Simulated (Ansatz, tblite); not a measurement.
**The cluster CuSi₄+: a ladder of methods and basis sets**

How do method and basis change the picture of the cluster CuSi₄+ (singlet)?

Method: as each input shows; program: Ansatz 0.2.0, Gaussian basis.

Plan: GFN1-xTB, GFN2-xTB, PBE-D4/def2-TZVP, r2SCAN-D4/def2-TZVP, r2SCANh-D4/def2-TZVP, BHLYP-D4/def2-TZVP, BLYP-D4/def2-TZVP, PBE-D4/def2-SVP, PBE0-D4/def2-SVP, CCSD(T)/def2-TZVPP, MP2/def2-TZVP.

4 further runs of the same task are left out: 1 that didn't finish, 3 set aside as unsound or not needed. Runs told in other sessions of the task aren't counted.

**1. The structure**

The geometry is that of the singlet, from an earlier relaxation (PBE-D4/def2-SVP). At that level it is the lowest of the isomers that a small search found.

5 atoms, charge 1, spin multiplicity 1.

Bond lengths: Cu1–Si2 2.340 Å, Cu1–Si4 2.267 Å, Si2–Si3 2.311 Å, Si3–Si4 2.367 Å, Si3–Si5 2.418 Å, Si4–Si5 2.327 Å. Angles: Si2–Cu1–Si4 64.7°, Cu1–Si2–Si3 115.5°, Si2–Si3–Si4 63.6°, Si2–Si3–Si5 121.8°, Si4–Si3–Si5 58.2°, Cu1–Si4–Si3 116.2°, Cu1–Si4–Si5 178.0°, Si3–Si4–Si5 62.0°, Si3–Si5–Si4 59.8°.

Geometry (Å):

```xyz
5
CuSi4
Cu   -1.4650   -0.8175    1.7093
Si   -0.6377   -1.6044   -0.3329
Si    0.7942   -0.1721   -1.4464
Si   -0.0595    0.5929    0.6251
Si    1.3680    2.0010   -0.5552
```

No spin-orbit coupling is included. The ion is computed in the gas phase, without counter-ions or solvent.

PBE0-D4/def2-TZVP was run before; its log isn't repeated, and its numbers join the tables.

**2. GFN1-xTB**

Tight binding, by tblite at 300 K electronic temperature and without a spin-polarisation term:

```python
tblite.interface.Calculator('GFN1-xTB', numbers, positions, charge=1, uhf=0).singlepoint()
```

Energy -304.3749 eV, HOMO -13.46 eV, LUMO -13.07 eV; 0.006 s.

**3. GFN2-xTB**

Tight binding, by tblite at 300 K electronic temperature and without a spin-polarisation term:

```python
tblite.interface.Calculator('GFN2-xTB', numbers, positions, charge=1, uhf=0).singlepoint()
```

Energy -278.7489 eV, HOMO -11.50 eV, LUMO -10.55 eV; 0.009 s.

**4. PBE-D4/def2-TZVP**

start.molden holds the orbitals of an earlier run on this state, given as this run's starting guess.

Input file in.yaml:

```yaml
crystal:
  periodic: [false, false, false]
  atoms:
    - {symbol: Cu, position_ang: [-1.464972, -0.817502, 1.709301]}
    - {symbol: Si, position_ang: [-0.637674, -1.604357, -0.332925]}
    - {symbol: Si, position_ang: [0.794184, -0.172073, -1.446351]}
    - {symbol: Si, position_ang: [-0.059495, 0.592913, 0.625135]}
    - {symbol: Si, position_ang: [1.367957, 2.001019, -0.555150]}
basis:
  gaussian: {orbitals: def2-TZVP, initial_orbitals: start.molden}
total_charge: 1
hamiltonian: {xc: pbe, dispersion: d4}
scf: {omitted_lower_state_checks: [starts]}
output: {forces: true, orbitals: {seedname: orbitals}}
```

Started as:

```
ansatz run in.yaml --threads 4 --pin off --events-out ev --progress --plain --max-ram 4787MiB
```

Output:

```text
Functional definition: PBE
  name "PBE"
  cite "Perdew, Burke & Ernzerhof, Phys. Rev. Lett. 77, 3865 (1996) doi:10.1103/PhysRevLett.77.3865"
  parent pbe
  parameter kappa = 0.804
  parameter beta = 0.06672455060314922
  exchange = pbe_x(kappa = kappa, mu = beta*pi^2/3)
  correlation = pbe_c(beta = beta)
these checks for a lower state are left out or cut short: starts
1461 factors; their error is unknown
mean field evaluation 1: about -76121.7446 eV, gradient 1.4e1 eV
mean field evaluation 2: about -76121.9553 eV, gradient 6.1e-1 eV
mean field evaluation 4: about -76121.9078 eV, gradient 4.2e-2 eV
mean field -76121.90779136 eV, -2797.4285140500 hartree, gradient 8.9e-5 eV, S^2 0.000000; 0 other end points of the search recorded, 0 dependent functions left out
the calculation of the forces begins
reference -76121.90783128 eV, -2797.4285155172 hartree; 42, 42 occupied and 151, 151 virtual orbitals, 1461 factors
Total energy: -76122.23019046 eV, -2797.4403619985 hartree
Atom 0 at    -1.464972    -0.817502     1.709301 Å, force    -0.035460     0.005359     0.063887 eV/Å
Atom 1 at    -0.637674    -1.604357    -0.332925 Å, force     0.070752     0.065027    -0.057273 eV/Å
Atom 2 at     0.794184    -0.172073    -1.446351 Å, force    -0.070590     0.035568     0.143700 eV/Å
Atom 3 at    -0.059495     0.592913     0.625135 Å, force     0.102386    -0.014080    -0.187572 eV/Å
Atom 4 at     1.367957     2.001019    -0.555150 Å, force    -0.067087    -0.091874     0.037258 eV/Å
Dipole moment:    -0.020406     0.034447     0.065601 e Å
Checks for a lower state left out: starts
```

Run time: 2.8 s. Hardware: 4 threads of Arm Neoverse V2, shared host.

HOMO -10.10 eV, LUMO -8.86 eV.

**5. r2SCAN-D4/def2-TZVP**

Changes to in.yaml since step 4:

```diff
@@ -11,4 +11,4 @@
 total_charge: 1
-hamiltonian: {xc: pbe, dispersion: d4}
+hamiltonian: {xc: r2scan, dispersion: d4}
 scf: {omitted_lower_state_checks: [starts]}
-output: {forces: true, orbitals: {seedname: orbitals}}
+output: {orbitals: {seedname: orbitals}}
```

The command is unchanged.

Output:

```text
Functional definition: r2SCAN
  name "r2SCAN"
  cite "Furness, Kaplan, Ning, Perdew & Sun, J. Phys. Chem. Lett. 11, 8208 (2020) doi:10.1021/acs.jpclett.0c02405"
  cite "Furness, Kaplan, Ning, Perdew & Sun, J. Phys. Chem. Lett. 11, 9248 (2020) doi:10.1021/acs.jpclett.0c03077"
  parent r2scan
  parameter k0 = 0.174
  parameter k1 = 0.065
  parameter a1 = 4.9479
  exchange = r2scan_x(k0 = k0, k1 = k1, a1 = a1)
  correlation = r2scan_c
these checks for a lower state are left out or cut short: starts
1461 factors; their error is unknown
mean field evaluation 1: about -76140.5964 eV, gradient 9.5e0 eV
mean field evaluation 2: about -76140.6990 eV, gradient 4.8e-1 eV
mean field evaluation 4: about -76140.6477 eV, gradient 7.7e-2 eV
mean field evaluation 8: about -76140.6477 eV, gradient 1.2e-5 eV
mean field -76140.64766613 eV, -2798.1171917455 hartree, gradient 1.2e-5 eV, S^2 0.000000; 0 other end points of the search recorded, 0 dependent functions left out
reference -76140.64767854 eV, -2798.1171922018 hartree; 42, 42 occupied and 151, 151 virtual orbitals, 1461 factors
Total energy: -76140.71066058 eV, -2798.1195067491 hartree
Checks for a lower state left out: starts
```

Wall time 6 s (4 threads of Arm Neoverse V2, shared host).

From the report: HOMO -10.23 eV, LUMO -8.84 eV.

**6. r2SCANh-D4/def2-TZVP**

Changes to in.yaml since step 5:

```diff
@@ -11,3 +11,3 @@
 total_charge: 1
-hamiltonian: {xc: r2scan, dispersion: d4}
+hamiltonian: {xc: {name: r2SCANh}, dispersion: d4}
 scf: {omitted_lower_state_checks: [starts]}
```

The command is unchanged.

Output (excerpt; [...] marks lines left out):

```text
Functional definition: r2SCANh
  name "r2SCANh"
  cite "Bursch, Neugebauer, Ehlert & Grimme, J. Chem. Phys. 156, 134105 (2022) doi:10.1063/5.0086040"
  cite "Furness, Kaplan, Ning, Perdew & Sun, J. Phys. Chem. Lett. 11, 8208 (2020) doi:10.1021/acs.jpclett.0c02405"
  cite "Furness, Kaplan, Ning, Perdew & Sun, J. Phys. Chem. Lett. 11, 9248 (2020) doi:10.1021/acs.jpclett.0c03077"
  parent r2scan
[...]
1481 factors; their error is unknown
[...]
mean field -76139.70669248 eV, -2798.0826116019 hartree, gradient 1.8e-5 eV, S^2 0.000000; 0 other end points of the search recorded, 0 dependent functions left out
reference -76139.70670390 eV, -2798.0826120213 hartree; 42, 42 occupied and 151, 151 virtual orbitals, 1481 factors
Total energy: -76139.77939098 eV, -2798.0852832225 hartree
Checks for a lower state left out: starts
```

Run time: 7.5 s. Hardware: 4 threads of Arm Neoverse V2, shared host; peak memory 0.68 GiB.

Report: HOMO -10.55 eV, LUMO -8.57 eV.

**7. BHLYP-D4/def2-TZVP**

Changes to in.yaml since step 6:

```diff
@@ -11,3 +11,3 @@
 total_charge: 1
-hamiltonian: {xc: {name: r2SCANh}, dispersion: d4}
+hamiltonian: {xc: {name: BHLYP}, dispersion: d4}
 scf: {omitted_lower_state_checks: [starts]}
```

The command is unchanged.

Output:

```text
Functional definition: BHLYP
  name "BHLYP"
  cite "Becke, J. Chem. Phys. 98, 1372 (1993) doi:10.1063/1.464304"
  cite "Becke, Phys. Rev. A 38, 3098 (1988) doi:10.1103/PhysRevA.38.3098"
  cite "Lee, Yang & Parr, Phys. Rev. B 37, 785 (1988) doi:10.1103/PhysRevB.37.785"
  parameter a = 0.5
  exchange = (1 - a)*b88_x + a*exact_x
  correlation = lyp_c
these checks for a lower state are left out or cut short: starts
1680 factors; their error is unknown
mean field evaluation 1: about -76140.7736 eV, gradient 1.2e1 eV
mean field evaluation 2: about -76140.9240 eV, gradient 4.3e-1 eV
mean field evaluation 4: about -76141.3155 eV, gradient 2.9e-1 eV
mean field -76141.31549579 eV, -2798.1417340329 hartree, gradient 4.7e-5 eV, S^2 0.000000; 0 other end points of the search recorded, 0 dependent functions left out
reference -76141.31565890 eV, -2798.1417400273 hartree; 42, 42 occupied and 151, 151 virtual orbitals, 1680 factors
Total energy: -76141.87841771 eV, -2798.1624210320 hartree
Checks for a lower state left out: starts
```

It took 4.3 s on 4 threads of Arm Neoverse V2, shared host; peak memory 0.69 GiB.

HOMO -11.66 eV, LUMO -7.23 eV.

**8. BLYP-D4/def2-TZVP**

Changes to in.yaml since step 7:

```diff
@@ -11,3 +11,3 @@
 total_charge: 1
-hamiltonian: {xc: {name: BHLYP}, dispersion: d4}
+hamiltonian: {xc: {name: BLYP}, dispersion: d4}
 scf: {omitted_lower_state_checks: [starts]}
```

Launched as before.

Output:

```text
Functional definition: BLYP
  name "BLYP"
  cite "Becke, Phys. Rev. A 38, 3098 (1988) doi:10.1103/PhysRevA.38.3098"
  cite "Lee, Yang & Parr, Phys. Rev. B 37, 785 (1988) doi:10.1103/PhysRevB.37.785"
  parameter beta = 0.0042
  parameter a = 0.04918
  parameter b = 0.132
  parameter c = 0.2533
  parameter d = 0.349
  exchange = b88_x(beta = beta)
  correlation = lyp_c(a = a, b = b, c = c, d = d)
these checks for a lower state are left out or cut short: starts
1461 factors; their error is unknown
mean field evaluation 1: about -76146.5631 eV, gradient 1.7e1 eV
mean field evaluation 2: about -76146.9133 eV, gradient 5.8e-1 eV
mean field evaluation 4: about -76146.8666 eV, gradient 4.3e-2 eV
mean field -76146.86662002 eV, -2798.3457340857 hartree, gradient 1.9e-5 eV, S^2 0.000000; 0 other end points of the search recorded, 0 dependent functions left out
reference -76146.86694061 eV, -2798.3457458674 hartree; 42, 42 occupied and 151, 151 virtual orbitals, 1461 factors
Total energy: -76147.53953527 eV, -2798.3704632652 hartree
Checks for a lower state left out: starts
```

It took 2.9 s on 4 threads of Arm Neoverse V2, shared host.

From the report: HOMO -9.92 eV, LUMO -8.62 eV.

**9. PBE-D4/def2-SVP**

Changes to in.yaml since step 8:

```diff
@@ -9,5 +9,5 @@
 basis:
-  gaussian: {orbitals: def2-TZVP, initial_orbitals: start.molden}
+  gaussian: {orbitals: def2-SVP, initial_orbitals: start.molden}
 total_charge: 1
-hamiltonian: {xc: {name: BLYP}, dispersion: d4}
+hamiltonian: {xc: pbe, dispersion: d4}
 scf: {omitted_lower_state_checks: [starts]}
```

Same command.

Output:

```text
Functional definition: PBE
  name "PBE"
  cite "Perdew, Burke & Ernzerhof, Phys. Rev. Lett. 77, 3865 (1996) doi:10.1103/PhysRevLett.77.3865"
  parent pbe
  parameter kappa = 0.804
  parameter beta = 0.06672455060314922
  exchange = pbe_x(kappa = kappa, mu = beta*pi^2/3)
  correlation = pbe_c(beta = beta)
these checks for a lower state are left out or cut short: starts
1168 factors; their error is unknown
mean field evaluation 1: about -76104.0529 eV, gradient 9.2e0 eV
mean field evaluation 2: about -76104.2723 eV, gradient 6.4e-1 eV
mean field evaluation 4: about -76104.1461 eV, gradient 9.7e-2 eV
mean field -76104.14614008 eV, -2796.7757854051 hartree, gradient 5.1e-5 eV, S^2 0.000000; 0 other end points of the search recorded, 0 dependent functions left out
reference -76104.14620106 eV, -2796.7757876458 hartree; 42, 42 occupied and 61, 61 virtual orbitals, 1168 factors
Total energy: -76104.46856023 eV, -2796.7876341271 hartree
Checks for a lower state left out: starts
```

Wall time 1.3 s (4 threads of Arm Neoverse V2, shared host).

Report: HOMO -10.14 eV, LUMO -8.89 eV.

**10. PBE0-D4/def2-SVP**

Changes to in.yaml since step 9:

```diff
@@ -11,3 +11,3 @@
 total_charge: 1
-hamiltonian: {xc: pbe, dispersion: d4}
+hamiltonian: {xc: pbe0, dispersion: d4}
 scf: {omitted_lower_state_checks: [starts]}
```

The command is unchanged.

Output:

```text
Functional definition: PBE0
  name "PBE0"
  cite "Adamo & Barone, J. Chem. Phys. 110, 6158 (1999) doi:10.1063/1.478522"
  cite "Perdew, Burke & Ernzerhof, Phys. Rev. Lett. 77, 3865 (1996) doi:10.1103/PhysRevLett.77.3865"
  parent pbe
  parameter a = 0.25
  parameter kappa = 0.804
  parameter beta = 0.06672455060314922
  exchange = (1 - a)*pbe_x(kappa = kappa, mu = beta*pi^2/3) + a*exact_x
  correlation = pbe_c(beta = beta)
these checks for a lower state are left out or cut short: starts
1010 factors; integrals over basis functions are off by at most 7.5e-4 eV
mean field evaluation 1: about -76106.3603 eV, gradient 9.7e0 eV
mean field evaluation 2: about -76106.5359 eV, gradient 2.5e-1 eV
mean field evaluation 4: about -76106.5618 eV, gradient 7.3e-4 eV
mean field -76106.56181573 eV, -2796.8645598476 hartree, gradient 1.6e-5 eV, S^2 0.000000; 0 other end points of the search recorded, 0 dependent functions left out
reference -76106.56186337 eV, -2796.8645615985 hartree; 42, 42 occupied and 61, 61 virtual orbitals, 1010 factors
Total energy: -76106.83889083 eV, -2796.8747421697 hartree
Checks for a lower state left out: starts
```

It took 1.9 s on 4 threads of Arm Neoverse V2, shared host.

HOMO -11.04 eV, LUMO -8.23 eV.

**11. CCSD(T)/def2-TZVPP**

Changes to in.yaml since step 10:

```diff
@@ -9,5 +9,5 @@
 basis:
-  gaussian: {orbitals: def2-SVP, initial_orbitals: start.molden}
+  gaussian: {orbitals: def2-TZVPP, initial_orbitals: start.molden}
 total_charge: 1
-hamiltonian: {xc: pbe0, dispersion: d4}
+correlation: {method: ccsd_t, frozen_orbitals: {Cu: 9, Si: 5}}
 scf: {omitted_lower_state_checks: [starts]}
```

Launched as before.

Output (excerpt; [...] marks lines left out):

```text
Functional definition: HF
  name "HF"
  cite "Fock, Z. Phys. 61, 126 (1930) doi:10.1007/BF01340294"
  parent pbe
[...]
1464 factors; integrals over basis functions are off by at most 5.1e-4 eV
[...]
mean field -76038.66309497 eV, -2794.3693278831 hartree, gradient 3.4e-6 eV, S^2 0.000000; 0 other end points of the search recorded, 0 dependent functions left out; unrestricted orbitals would lower it
29 core orbitals not correlated: weight in the atoms' cores, before any rotation towards them, 1.000 or more for the frozen orbitals, at most 0.000 for the correlated occupied ones
reference -76038.66309497 eV, -2794.3693278831 hartree; 13, 13 occupied and 190, 190 virtual orbitals, 1464 factors
second order -25.66658731 eV of doubles, -0.00000000 eV of singles
cycle   1  -22.25431373 eV  change     3.4e0 eV  update   2.5e-1
[...]
cycle  16  -23.96645215 eV  change    6.2e-6 eV  update   1.2e-5
perturbative correction -1.77532073 eV, -0.0652418334 hartree
Total energy: -76064.40486784 eV, -2795.3153205879 hartree
Checks for a lower state left out: starts
```

It took 65 s on 4 threads of Arm Neoverse V2, shared host; peak memory 3.2 GiB.

Report: Hartree-Fock HOMO -12.65 eV, LUMO -5.16 eV; T1 0.026. Doubts: restricted state is unstable towards broken spin symmetry.

**12. MP2/def2-TZVP**

Changes to in.yaml since step 11:

```diff
@@ -9,5 +9,5 @@
 basis:
-  gaussian: {orbitals: def2-TZVPP, initial_orbitals: start.molden}
+  gaussian: {orbitals: def2-TZVP, initial_orbitals: start.molden}
 total_charge: 1
-correlation: {method: ccsd_t, frozen_orbitals: {Cu: 9, Si: 5}}
+correlation: {method: mp2, frozen_orbitals: {Cu: 9, Si: 5}}
 scf: {omitted_lower_state_checks: [starts]}
```

Launched as before.

Output (excerpt; [...] marks lines left out):

```text
Functional definition: HF
  name "HF"
  cite "Fock, Z. Phys. 61, 126 (1930) doi:10.1007/BF01340294"
  parent pbe
[...]
1359 factors; integrals over basis functions are off by at most 7.3e-4 eV
[...]
mean field -76038.64301074 eV, -2794.3685898013 hartree, gradient 4.0e-6 eV, S^2 0.000000; 0 other end points of the search recorded, 0 dependent functions left out; unrestricted orbitals would lower it
[...]
29 core orbitals not correlated: weight in the atoms' cores, before any rotation towards them, 1.000 or more for the frozen orbitals, at most 0.000 for the correlated occupied ones
reference -76038.64301074 eV, -2794.3685898013 hartree; 13, 13 occupied and 151, 151 virtual orbitals, 1359 factors
second order -23.33660665 eV of doubles, -0.00000000 eV of singles
Total energy: -76061.97961739 eV, -2795.2261942776 hartree
Checks for a lower state left out: starts
```

Run time: 2.9 s. Hardware: 4 threads of Arm Neoverse V2, shared host.

Hartree-Fock HOMO -12.65 eV, LUMO -5.15 eV. Doubts: restricted state is unstable towards broken spin symmetry.

**13. Comparison**

```csv
level,functions,HOMO (eV),LUMO (eV),gap (eV),time
PBE-D4/def2-SVP,103,-10.14,-8.89,1.25,1.3 s
PBE-D4/def2-TZVP,193,-10.10,-8.86,1.24,2.8 s
BLYP-D4/def2-TZVP,193,-9.92,-8.62,1.29,2.9 s
r2SCAN-D4/def2-TZVP,193,-10.23,-8.84,1.39,6 s
r2SCANh-D4/def2-TZVP,193,-10.55,-8.57,1.97,7.5 s
PBE0-D4/def2-SVP,103,-11.04,-8.23,2.80,1.9 s
PBE0-D4/def2-TZVP,193,-10.96,-8.17,2.79,4.7 s
BHLYP-D4/def2-TZVP,193,-11.66,-7.23,4.43,4.3 s
```

Energy pieces by basis (eV):

```csv
basis,HF,MP2 correlation,CCSD correlation,(T),total
def2-TZVPP,-76038.6631,-25.6666,-23.9665,-1.7753,-76064.4049
def2-TZVP,-76038.6430,-23.3366,,,-76061.9796 (MP2)
```

**14. What came out**

| quantity | value |
| --- | --- |
| gap in def2-TZVP, named functionals, smallest and largest | 1.24 eV (PBE-D4), 4.43 eV (BHLYP-D4) |
| correlation energy, CCSD(T)/def2-TZVPP | -25.74 eV |
| correlation energy, MP2/def2-TZVP | -23.34 eV |
| PBE0 total energy, smallest basis above largest | 17.45 eV (def2-SVP, def2-TZVP) |

What this shows: Orbital gaps of the named functionals in def2-TZVP span 1.24 eV (PBE-D4) to 4.43 eV (BHLYP-D4); exact exchange widens it. Notes on CCSD(T)/def2-TZVPP and its Hartree-Fock reference, which MP2 shares: restricted state is unstable towards broken spin symmetry.

The slowest run with a step of its own, CCSD(T)/def2-TZVPP, took 65 s; the quickest functional in def2-TZVP took 2.8 s (shared host).
